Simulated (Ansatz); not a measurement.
# Sc3Al: properties at the relaxed cell

The task here is to estimate one member of a computed series from the others.

Method: DFT PBEsol, scalar-relativistic, plane waves, PAW, in Ansatz 0.2.0.

1 further run of the same task is left out (set aside as unsound or not needed).

## The starting structure

It takes space group P6_3/mmc (No. 194, hexagonal). The conventional cell has a = 6.237 Å, b = 6.237 Å, c = 4.978 Å, α = 90.00°, β = 90.00°, γ = 120.00°. Around Sc (site symmetry mm2) lie 8 Sc at 3.02 to 3.22 Å and 4 Al at 3.04 to 3.12 Å. Around Al (site symmetry -6m2) lie 12 Sc at 3.04 to 3.12 Å.

As a file:

```cif
data_structure
_symmetry_space_group_name_H-M 'P6_3/mmc'
_symmetry_Int_Tables_number 194
_cell_length_a 6.2367
_cell_length_b 6.2367
_cell_length_c 4.9780
_cell_angle_alpha 90.000
_cell_angle_beta 90.000
_cell_angle_gamma 120.000
_cell_volume 167.69
loop_
_atom_site_label
_atom_site_type_symbol
_atom_site_symmetry_multiplicity
_atom_site_Wyckoff_symbol
_atom_site_fract_x
_atom_site_fract_y
_atom_site_fract_z
_atom_site_occupancy
Sc1 Sc 6 h 0.82812 0.17188 0.75000 1
Al1 Al 2 d 0.66667 0.33333 0.25000 1
```

It goes back to an entry of the Materials Project, which need not be the stable form.

This cell was relaxed beforehand with the same method: volume 20.96 Å³/atom, gap on the mesh none (metal).

Set-up of the first run:

The input, input.yaml:

```yaml
crystal:
  lattice:
    - [6.1737216787, 0.0, 0.0]
    - [-3.0868608393, 5.3465998096, 0.0]
    - [0.0, 0.0, 4.9277098211]
  atoms:
    - { symbol: Sc, position: [0.8281198148, 0.1718801852, 0.75] }
    - { symbol: Sc, position: [0.3437603704, 0.1718801852, 0.75] }
    - { symbol: Sc, position: [0.8281198148, 0.6562396296, 0.75] }
    - { symbol: Sc, position: [0.1718801852, 0.8281198148, 0.25] }
    - { symbol: Sc, position: [0.6562396296, 0.8281198148, 0.25] }
    - { symbol: Sc, position: [0.1718801852, 0.3437603704, 0.25] }
    - { symbol: Al, position: [0.6666666667, 0.3333333333, 0.25] }
    - { symbol: Al, position: [0.3333333333, 0.6666666667, 0.75] }
basis:
  ecutwfc: 420
kpoints:
  mp_grid: { grid: [6, 6, 8] }
hamiltonian:
  xc: pbesol
scf:
  occupations: { method: gaussian, width: 0.1 }
output:
  forces: true
  stress: true
  eigenvalues: true
relax:
  adjacent_minimum: "off"
  f_tol: 0.01
  max_steps: 30
  cell: { stress_tol: 0.1, fix: [volume] }
```

The run is started by

```bash
$ ansatz run input.yaml --threads 2 --pin off --max-ram 5120MiB --backend cpu --events-out ev --progress --plain --runs-dir out
```

Steps of the session up to this table: Volume × 0.97; Volume × 1.03; Volume × 0.94; Point at V/V0 = 1.06; The cell scaled to 0.91 of its volume; Volume × 1.10; Point at V/V0 = 0.88.

One of the session's tables, all rows but one given; the rest of the session is left out.

It belongs to the step «Fit of the equation of state». 

```
volume (Å³/atom)  energy above the lowest point (meV/atom)  pressure (GPa)
          18.446                                      76.9           10.87
          19.074                                      41.0            7.58
          19.703                                      17.2            4.70
          20.332                                         ?               ?
          20.961                                       0.0           -0.01
          21.590                                       4.1           -1.93
          22.218                                      15.2           -3.59
          23.057                                      39.4           -5.49
```

Estimate the missing values for volume (Å³/atom) = 20.332.

Worked estimate for «energy above the lowest point (meV/atom)». A straight line through the neighbours (19.703, 17.2) and (20.961, 0.0) gives 17.2 + (0.0 − 17.2) × (20.332 − 19.703) / (20.961 − 19.703) = 8.6; a parabola fitted to 4 rows on both sides gives 4.0.

As computed: energy above the lowest point (meV/atom): 4.0; pressure (GPa): 2.19. In «energy above the lowest point (meV/atom)» the line misses by +4.6 and the parabola by 0.0.
